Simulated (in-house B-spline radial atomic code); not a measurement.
# Se⁹⁺: ionisation energy by several methods

An exercise on one series of results from a longer session: the logs are not shown, and one member is left open.

The numbers are computed with in-house B-spline radial atomic code version 1 (scalar-relativistic (X2C), several functionals, spin-polarised; spherical all-electron atom at the radial basis limit), except any that are marked as measured or tabulated.

## What is computed

```
element       : selenium (Z = 34)
charge        : +9
electrons     : 25
configuration : [Ar] 3d7
nucleus       : Fermi, rms radius 4.140 fm
```

Outer shells as boxes (Hund's rule):

[Ar] 3d7
```
[Ar] core
3d [↑↓][↑↓][↑ ][↑ ][↑ ]
```

Where spins are not typed, each open shell is filled with up spins first.

Set-up of the first run:

Settings, as recorded:

```ini
Z = 34
electrons = 25.0
configuration = [Ar] 3d7
hamiltonian = x2c
method = hf
spin_polarised = True
nucleus = fermi
rms_radius = 4.14
mass_number = 80
atomic_mass = 79.916521761
speed_of_light = 137.035999084
```

Steps of the session up to this table: Hartree-Fock; revTPSS, a meta-GGA; OLYP, a GGA; r2SCAN, a meta-GGA; TPSS, a meta-GGA; PBE, a GGA; LDA (VWN5); RPBE, a GGA.

One of the session's tables, all rows but one given; the rest of the session is left out.

| method | ΔSCF (eV) |
| --- | --- |
| LDA (VWN5) | 256.86 |
| OLYP | 257.00 |
| PBE | 256.40 |
| RPBE | 256.28 |
| revTPSS | 255.84 |
| r2SCAN | 255.79 |
| TPSS | 256.12 |
| Hartree-Fock | ? |

Estimate the missing values for Hartree-Fock.

**Answer.** ΔSCF (eV): 253.97. In the column «ΔSCF (eV)» it is the lowest.

Members of this set that are not shown: 1 did not converge; 12 used exact exchange with fractional occupations of an open shell, which is unsound here.

Limits of these values: Meta-GGA runs start from a PBE run whose iterations are not counted.
